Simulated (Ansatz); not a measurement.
**Si54, 54 atoms: a performance study**

To be measured: the time of a single point at PBE on Si54, and which launch flags, input keys and shares of the machine shorten it.

Program: Ansatz 0.2.0 (single point, PBE, plane waves PAW). Host: Arm Neoverse N1, 56 cores, 56 hardware threads, 90 GiB; it was booked for these runs alone, one at a time. Each run is timed once from launch to exit, start-up included.

### Step 1. The job

The cell holds 54 atoms in 1089 Å³, 3×3×3 copies of a database cell, with the atoms displaced at random so that no symmetry is left.

### Step 2. The reference run

The input, input.yaml:

```yaml
crystal:
  lattice:
    - [0.000000, 8.165553, 8.165553]
    - [8.165553, 0.000000, 8.165553]
    - [8.165553, 8.165553, 0.000000]
  atoms:
    - { symbol: Si, position: [0.083661, 0.087663, 0.080107] }
    - { symbol: Si, position: [0.003437, -0.000898, -0.000906] }
    - { symbol: Si, position: [0.089914, 0.083879, 0.416518] }
    - { symbol: Si, position: [0.002527, 0.003903, 0.333226] }
    - { symbol: Si, position: [0.085370, 0.079960, 0.748729] }
    - { symbol: Si, position: [-0.001518, -0.004615, 0.661441] }
    - { symbol: Si, position: [0.077698, 0.415840, 0.082736] }
    - { symbol: Si, position: [-0.001110, 0.333573, -0.004626] }
    - { symbol: Si, position: [0.083058, 0.417491, 0.419268] }
    - { symbol: Si, position: [-0.002931, 0.331948, 0.326353] }
    - { symbol: Si, position: [0.081589, 0.409058, 0.745083] }
    - { symbol: Si, position: [0.003815, 0.325707, 0.669433] }
    - { symbol: Si, position: [0.084469, 0.748918, 0.084924] }
    - { symbol: Si, position: [0.001827, 0.670288, -0.000798] }
    - { symbol: Si, position: [0.081282, 0.747906, 0.413250] }
    - { symbol: Si, position: [-0.000156, 0.663945, 0.337035] }
    - { symbol: Si, position: [0.076858, 0.746211, 0.746698] }
    - { symbol: Si, position: [-0.007249, 0.673256, 0.658325] }
    - { symbol: Si, position: [0.415685, 0.081514, 0.089069] }
    - { symbol: Si, position: [0.326456, 0.003713, -0.002534] }
    - { symbol: Si, position: [0.416129, 0.081009, 0.418885] }
    - { symbol: Si, position: [0.329393, -0.000273, 0.334558] }
    - { symbol: Si, position: [0.423041, 0.075002, 0.755283] }
    - { symbol: Si, position: [0.336617, -0.001675, 0.667723] }
    - { symbol: Si, position: [0.415052, 0.422371, 0.084059] }
    - { symbol: Si, position: [0.332587, 0.332543, -0.000692] }
    - { symbol: Si, position: [0.416055, 0.413622, 0.423796] }
    - { symbol: Si, position: [0.326714, 0.320844, 0.332908] }
    - { symbol: Si, position: [0.416159, 0.417957, 0.749292] }
    - { symbol: Si, position: [0.332820, 0.334485, 0.670021] }
    - { symbol: Si, position: [0.415115, 0.748709, 0.090055] }
    - { symbol: Si, position: [0.335169, 0.663253, 0.008050] }
    - { symbol: Si, position: [0.419354, 0.747960, 0.412599] }
    - { symbol: Si, position: [0.334367, 0.663784, 0.329670] }
    - { symbol: Si, position: [0.412178, 0.748247, 0.753836] }
    - { symbol: Si, position: [0.331832, 0.661646, 0.668983] }
    - { symbol: Si, position: [0.750228, 0.086256, 0.087496] }
    - { symbol: Si, position: [0.666082, -0.000502, -0.000158] }
    - { symbol: Si, position: [0.746070, 0.085651, 0.421420] }
    - { symbol: Si, position: [0.667269, -0.000822, 0.332433] }
    - { symbol: Si, position: [0.747296, 0.080549, 0.748612] }
    - { symbol: Si, position: [0.663750, -0.001515, 0.661203] }
    - { symbol: Si, position: [0.751213, 0.416837, 0.079341] }
    - { symbol: Si, position: [0.658706, 0.333306, 0.003824] }
    - { symbol: Si, position: [0.747459, 0.414994, 0.414698] }
    - { symbol: Si, position: [0.668930, 0.330161, 0.336748] }
    - { symbol: Si, position: [0.748950, 0.419870, 0.750113] }
    - { symbol: Si, position: [0.665865, 0.328213, 0.664286] }
    - { symbol: Si, position: [0.749095, 0.752285, 0.084182] }
    - { symbol: Si, position: [0.664253, 0.668086, 0.003420] }
    - { symbol: Si, position: [0.749485, 0.748479, 0.415303] }
    - { symbol: Si, position: [0.669475, 0.668531, 0.330113] }
    - { symbol: Si, position: [0.751299, 0.748337, 0.747398] }
    - { symbol: Si, position: [0.670961, 0.669511, 0.664156] }
kpoints:
  mp_grid: { grid: [2, 2, 2] }
hamiltonian:
  xc: pbe
  pseudopotentials: { azcp: { folder: soft_1 } }
scf:
  occupations: { method: fixed }
output: { forces: true, stress: true }
```

The run is started by

```console
taskset -c 8-63 ansatz run input.yaml --backend cpu --max-ram 64GiB --events-out ev --progress --plain --runs-dir out
```

### Step 3. Change: f 4

Edit input.yaml of step 2 so:

```diff
@@ -63,3 +63,3 @@
 hamiltonian:
-  xc: pbe
+  xc: r2scan
   pseudopotentials: { azcp: { folder: soft_1 } }
```

### Step 4. Change: f 8

Edit input.yaml of step 3 so:

```diff
@@ -63,6 +63,7 @@
 hamiltonian:
-  xc: r2scan
-  pseudopotentials: { azcp: { folder: soft_1 } }
+  xc: pbe
+  pseudopotentials: { kind: paw_fr, azcp: { folder: soft_1 } }
+magnetization: { noncollinear: true, spin_orbit: true }
 scf:
   occupations: { method: fixed }
-output: { forces: true, stress: true }
+output: { eigenvalues: true }
```

### Step 5. Change: f 20

Edit input.yaml of step 4 so:

```diff
@@ -64,6 +64,5 @@
   xc: pbe
-  pseudopotentials: { kind: paw_fr, azcp: { folder: soft_1 } }
-magnetization: { noncollinear: true, spin_orbit: true }
+  pseudopotentials: { kind: all_electron, lapw: {} }
 scf:
   occupations: { method: fixed }
-output: { eigenvalues: true }
+output: { forces: true, stress: true }
```

### Step 6. Change: f 30

Edit input.yaml of step 5 so:

```diff
@@ -63,4 +63,4 @@
 hamiltonian:
-  xc: pbe
-  pseudopotentials: { kind: all_electron, lapw: {} }
+  xc: hse06
+  pseudopotentials: { azcp: { folder: soft_1 } }
 scf:
```

### Step 7. Change: f 30

Edit input.yaml of step 6 so:

```diff
@@ -63,3 +63,3 @@
 hamiltonian:
-  xc: hse06
+  xc: pbe0
   pseudopotentials: { azcp: { folder: soft_1 } }
```

(Steps that only read results are left out.)

Q: Predict the timings and the best choice. Wanted: reference; best change; worst change.

**Answer**, as computed:

| quantity | value |
| --- | --- |
| reference | 4.3 s on 56 threads |
| best change | none beyond the noise |
| worst change | f 20: 28 times as slow |

Changes under about 8 % are taken as noise (0.3 s of jitter at start-up on so short a run). No change beats the defaults here. f 20 costs most. In the reference run the eigensolver takes 65 % of the time. The figures hold for this build, input and host.
